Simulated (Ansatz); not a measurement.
# Al4Ni3Pd: the cost of one run

Computed with Ansatz 0.2.0 (DFT PBE, scalar-relativistic, plane waves, PAW, unless a step names another level, unless a step's input says otherwise).

2 further runs of the same task are left out: 1 that didn't finish, 1 set aside as unsound or not needed.

## Step 1: The starting structure

It takes space group P4/mmm (No. 123, tetragonal). The conventional cell has a = 2.926 Å, b = 2.926 Å, c = 11.897 Å, α = 90.00°, β = 90.00°, γ = 90.00°. Al (site symmetry 4mm) is surrounded by 8 Ni at 2.51 Å and 6 Al at 2.85 to 2.93 Å. Al (site symmetry 4mm) is surrounded by 4 Ni at 2.51 Å and 4 Pd at 2.66 Å and 5 Al at 2.85 to 2.93 Å. Ni (site symmetry 4/mmm) has 8 Al at 2.51 Å and 6 Ni at 2.85 to 2.93 Å as nearest neighbours. Around Ni (site symmetry 4mm) lie 8 Al at 2.51 Å and 5 Ni at 2.85 to 2.93 Å. Pd (site symmetry 4/mmm) has 8 Al at 2.66 Å and 4 Pd at 2.93 Å as nearest neighbours.

Coordinates:

```xyz
8
Lattice="2.9257 0.0000 0.0000 0.0000 2.9257 0.0000 0.0000 0.0000 11.8975" Properties=species:S:1:pos:R:3 pbc="T T T"
Al    0.0000    0.0000   10.4686
Al    0.0000    0.0000    1.4288
Al    0.0000    0.0000    4.2803
Al    0.0000    0.0000    7.6171
Ni    1.4628    1.4628    0.0000
Ni    1.4628    1.4628    2.8523
Ni    1.4628    1.4628    9.0451
Pd    1.4628    1.4628    5.9487
```

The cell was relaxed beforehand at this level, from a generated guess; it needn't be the stable form of this composition. At a tolerance of 0.05 Å it has space group P4/mmm (No. 123); it has 12.73 Å³/atom, an uncorrected energy of -0.70 eV/atom over the elements.

## Step 2: Bands, states and charges

Input file input.yaml:

```yaml
crystal:
  lattice:
    - [2.9256605065, 0.0, 0.0]
    - [0.0, 2.9256605065, 0.0]
    - [0.0, 0.0, 11.8974553891]
  atoms:
    - { symbol: Al, position: [0.0, 0.0, 0.8799036177] }
    - { symbol: Al, position: [0.0, 0.0, 0.1200963823] }
    - { symbol: Al, position: [0.0, 0.0, 0.3597681823] }
    - { symbol: Al, position: [0.0, 0.0, 0.6402318177] }
    - { symbol: Ni, position: [0.5, 0.5, 0.0] }
    - { symbol: Ni, position: [0.5, 0.5, 0.2397429206] }
    - { symbol: Ni, position: [0.5, 0.5, 0.7602570794] }
    - { symbol: Pd, position: [0.5, 0.5, 0.5] }
basis:
  ecutwfc: 420
kpoints:
  mp_grid: { grid: [12, 12, 4] }
  band_path:
    path:
      - [[0.0, 0.0, 0.0], [0.0, 0.5, 0.0], [0.5, 0.5, 0.0], [0.0, 0.0, 0.0], [0.0, 0.0, 0.5], [0.0, 0.5, 0.5], [0.5, 0.5, 0.5], [0.0, 0.0, 0.5]]
      - [[0.0, 0.5, 0.0], [0.0, 0.5, 0.5]]
      - [[0.5, 0.5, 0.0], [0.5, 0.5, 0.5]]
    npoints: 14
hamiltonian:
  xc: pbe
scf:
  occupations: { method: gaussian, width: 0.1 }
  n_extra_bands: 20
output:
  forces: true
  stress: true
  eigenvalues: true
  populations: true
  dos: { projected: true, de: 0.02, nscf_kmesh: { grid: [15, 15, 5] } }
  bader: true
  write_density: true
  write_potential: true
  elf: true
  volumetric_format: npy
```

Run with:

```sh
ansatz run input.yaml --threads 1 --pin off --max-ram 2560MiB --backend cpu --events-out ev --progress --plain --runs-dir out
```

Q: Estimate wall time and peak memory on 1 thread of Arm Neoverse V2, shared host.

About 2.2 min, with a peak of 0.75 GiB.
